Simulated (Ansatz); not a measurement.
# CH6AsNOSi: two torsions

How does the energy of CH6AsNOSi, SMILES N[SiH]([AsH2])C=O change over two coordinates at once? A grid of runs gives the map.

The runs use Ansatz 0.2.0; RKS PBE0-D4/def2-SVP.

## (1) Starting geometry

11 atoms, charge 0, spin multiplicity 1.

Atoms are counted from 1 here; the program's logs count them from 0.

Bond lengths: N1–Si2 1.741 Å, N1–H6 1.025 Å, N1–H7 1.025 Å, Si2–As3 2.395 Å, Si2–C4 1.945 Å, Si2–H8 1.508 Å, As3–H9 1.540 Å, As3–H10 1.543 Å, C4–O5 1.221 Å, C4–H11 1.143 Å. Angles: Si2–N1–H6 116.8°, Si2–N1–H7 117.1°, H6–N1–H7 109.4°, N1–Si2–As3 112.2°, N1–Si2–C4 114.7°, N1–Si2–H8 108.3°, As3–Si2–C4 103.7°, As3–Si2–H8 109.2°, C4–Si2–H8 108.5°, Si2–As3–H9 90.0°, Si2–As3–H10 89.8°, H9–As3–H10 91.7°, Si2–C4–O5 121.1°, Si2–C4–H11 118.7°, O5–C4–H11 120.2°.

As a file:

```
atom     x (Å)     y (Å)     z (Å)
  N1  -1.19650   1.08494   0.35815
 Si2  -0.32487  -0.42122   0.29104
 As3   1.85271  -0.25235   1.27348
  C4   0.03074  -1.07661  -1.50542
  O5  -0.06355  -0.34089  -2.47484
  H6  -0.76239   1.89040  -0.10279
  H7  -2.19468   1.05692   0.12660
  H8  -1.12353  -1.46342   1.03202
  H9   1.29715   0.71218   2.33839
 H10   2.18515   0.91506   0.32142
 H11   0.36506  -2.16201  -1.63744
```

This geometry comes from a loose relaxation at PBE in a small basis, which is not shown.

## (3) Plan of the scan

The axes are (1) dihedral N1–Si2–As3–H9: 12 values from −180 to 150 °, periodic; (2) dihedral H6–N1–Si2–As3: 12 values from −180 to 150 °, periodic.

Nothing else is relaxed (all other coordinates rigid). Energies count from the relaxed molecule at the same level. Points are written as (first, second).

(The set-up runs are not shown.)

## (4) The run at (−90°, 0°)

The input, input.yaml:

```yaml
crystal:
  periodic: [false, false, false]
  atoms:
    - { symbol: "N", position_ang: [-1.191695, 1.0732, 0.327725] }
    - { symbol: Si, position_ang: [-0.322545, -0.415322, 0.283124] }
    - { symbol: As, position_ang: [1.815756, -0.19183, -0.720447] }
    - { symbol: C, position_ang: [-1.174937, -1.806223, -0.752926] }
    - { symbol: O, position_ang: [-2.066235, -1.551788, -1.527344] }
    - { symbol: H, position_ang: [-0.753281, 1.902797, -0.058336] }
    - { symbol: H, position_ang: [-2.182789, 1.063008, 0.107371] }
    - { symbol: H, position_ang: [-0.160008, -0.919482, 1.681667] }
    - { symbol: H, position_ang: [1.237091, -0.502334, -2.09614] }
    - { symbol: H, position_ang: [2.120275, -1.662464, -0.444563] }
    - { symbol: H, position_ang: [-0.807715, -2.870063, -0.64941] }
basis:
  gaussian: { orbitals: def2-SVP }
hamiltonian:
  xc: pbe0
  dispersion: d4
output:
  forces: true
```

Started as:

```bash
$ ansatz run input.yaml --threads 1 --pin off --max-ram 2560MiB --backend cpu --events-out ev --progress --plain --runs-dir out
```

Further runs follow: the other points that were computed.

**Question.** What will these runs give? Wanted: lowest point; highest computed point; dipole moment.

As calculated:

| quantity | value |
| --- | --- |
| lowest point | (−60°, 60°), 1.2 meV |
| highest computed point | (120°, −150°), 191 meV above the lowest |
| dipole moment (D) | 0.82 at (−60°, 30°) to 3.12 at (120°, −150°); 1.12 at the lowest point |
| time for the whole task | 24 min on 1 thread, shared host |

**Reading.** The lowest computed point is at (−60°, 60°), 1.2 meV from the relaxed molecule at the same level. Higher local minima lie near (30°, 60°) (2.3 meV above the lowest at that grid point); (−180°, 60°) (24 meV above the lowest at that grid point); (30°, −90°) (74 meV above the lowest at that grid point). The highest computed point, (120°, −150°), lies 191 meV above the lowest. On the interpolated surface the easiest way out of the lowest well to the well at (30°, 60°) passes a barrier of about 44 meV. Round the minimum the two coordinates are nearly uncoupled.
